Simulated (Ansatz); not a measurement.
# ScAl: the cost of one run

Program: Ansatz 0.2.0. Level of theory: DFT LDA, with the methods named in each step. These are calculated values, not measurements.

### Step 1. The starting structure

The structure is cubic, space group Pm-3m (No. 221). Conventional cell: a = 3.370 Å, b = 3.370 Å, c = 3.370 Å, α = 90.00°, β = 90.00°, γ = 90.00°. Sc (site symmetry m-3m) is surrounded by 8 Al at 2.92 Å. Al (site symmetry m-3m) has 8 Sc at 2.92 Å as nearest neighbours.

Coordinates:

```
CELL_PARAMETERS angstrom
3.37035 0.00000 0.00000
0.00000 3.37035 0.00000
0.00000 0.00000 3.37035
ATOMIC_POSITIONS crystal
Sc 0.50000 0.50000 0.50000
Al 0.00000 0.00000 0.00000
```

Whether this phase is the stable one at these pressures isn't tested.

Atoms are numbered in the order of the input: Sc1, Al2.

### Step 2. The reference volume, LAPW

Input file input.yaml:

```yaml
crystal:
  lattice:
    - [3.37034897, 0.0, 0.0]
    - [0.0, 3.37034897, 0.0]
    - [0.0, 0.0, 3.37034897]
  atoms:
    - { symbol: Sc, position: [0.5, 0.5, 0.5] }
    - { symbol: Al, position: [0.0, 0.0, 0.0] }
kpoints:
  mp_grid: { grid: [11, 11, 11] }
  band_path:
    path:
      - [0.0, 0.0, 0.0]
      - [0.0, 0.5, 0.0]
      - [0.5, 0.5, 0.0]
      - [0.0, 0.0, 0.0]
      - [0.5, 0.5, 0.5]
      - [0.0, 0.5, 0.0]
      - [0.5, 0.5, 0.5]
      - [0.5, 0.5, 0.0]
    npoints: 14
scf:
  occupations: { method: fermi_dirac, width: 0.05 }
hamiltonian:
  xc: lda
  pseudopotentials: { kind: all_electron, lapw: { basis_error: 0.001 } }
output:
  forces: true
  stress: true
  eigenvalues: true
  populations: true
```

Command:

```console
$ ansatz run input.yaml --threads 1 --pin off --max-ram 2048MiB --backend cpu --events-out ev --progress --plain --runs-dir out
```

Q: Estimate wall time and peak memory on 1 thread of Intel Xeon Platinum 8259CL at 2.50GHz (Skylake/Cascade Lake), shared host.

About 9.1 s, with a peak of 0.32 GiB.
